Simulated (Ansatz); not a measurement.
Consider a rigid torsion scan of C2H6F2Ge, SMILES FC[CH2][GeH2][F] (Ansatz's Python interface).

Script `c2h6f2ge.py`:
```python
"""Energy of C2H6F2Ge as one group turns about a bond."""

import ansatz as az
from ase import Atoms


def main() -> None:
    atoms = Atoms(["F", "C", "C", "Ge", "F", "H", "H", "H", "H", "H", "H"], positions=[
        (-0.8767, 1.4894, 1.8957),
        (-0.018, 0.8572, 1.0908),
        (-0.7861, 0.0773, 0.0029),
        (0.5842, -0.8707, -1.1218),
        (1.4306, -2.0259, -0.1629),
        (0.576, 0.185, 1.7288),
        (0.6973, 1.6001, 0.6262),
        (-1.4004, -0.6406, 0.4845),
        (-1.3435, 0.7879, -0.571),
        (1.4793, 0.1338, -1.7575),
        (-0.2772, -1.6505, -2.1952),
    ])

    # relax first, so that the scan starts from a minimum
    first = az.Crystal.molecule_from_ase(atoms).calculation()
    first = first.basis(gaussian="def2-SVP").functional("pbe0")
    first = first.relax(force_tolerance=0.02, max_steps=80)
    atoms.positions = first.run().report["positions_ang"]

    start = atoms.get_dihedral(3, 2, 1, 0)
    energies = {}
    for turn in range(0, 360, 30):
        turned = atoms.copy()
        turned.set_dihedral(3, 2, 1, 0, start + turn, indices=[0, 1, 5, 6])
        calculation = az.Crystal.molecule_from_ase(turned).calculation()
        calculation = calculation.basis(gaussian="def2-SVP")
        calculation = calculation.functional("pbe0")
        energies[round((start + turn) % 360)] = calculation.run().report["free_energy_ev"]
    floor = min(energies.values())
    print("dihedral Ge3-C2-C1-F0 (deg)   E - E(min) (eV)")
    for angle, e in sorted(energies.items()):
        print(f"{angle:8d} {(e - floor):14.3f}  " + "#" * int(30 * (e - floor) / max(max(energies.values()) - floor, 1e-9)))


if __name__ == "__main__":
    main()
```

Where along the turn do the lowest and the highest point lie, and how far apart are they?

The lowest point is at 59° and the highest at 239°, 0.226 eV (21.8 kJ/mol) above it, with the rest of the molecule held.

What the script printed:

Running `python c2h6f2ge.py` prints:
```text
dihedral Ge3-C2-C1-F0 (deg)   E - E(min) (eV)
      29          0.050  ######
      59          0.000
      89          0.101  #############
     119          0.194  #########################
     149          0.099  #############
     179          0.008  #
     209          0.102  #############
     239          0.226  ##############################
     269          0.169  ######################
     299          0.090  ###########
     329          0.128  #################
     359          0.135  #################
```

The scan is rigid and the energies are electronic, in a modest basis. With rigid groups the curve can differ much from the relaxed path, the start wasn't checked as a minimum of this torsion, and equivalent turns needn't return to the same energy. Hardware and time: 2.1 min on 1 thread of Arm Neoverse V1 (shared host), peak memory 0.38 GiB.
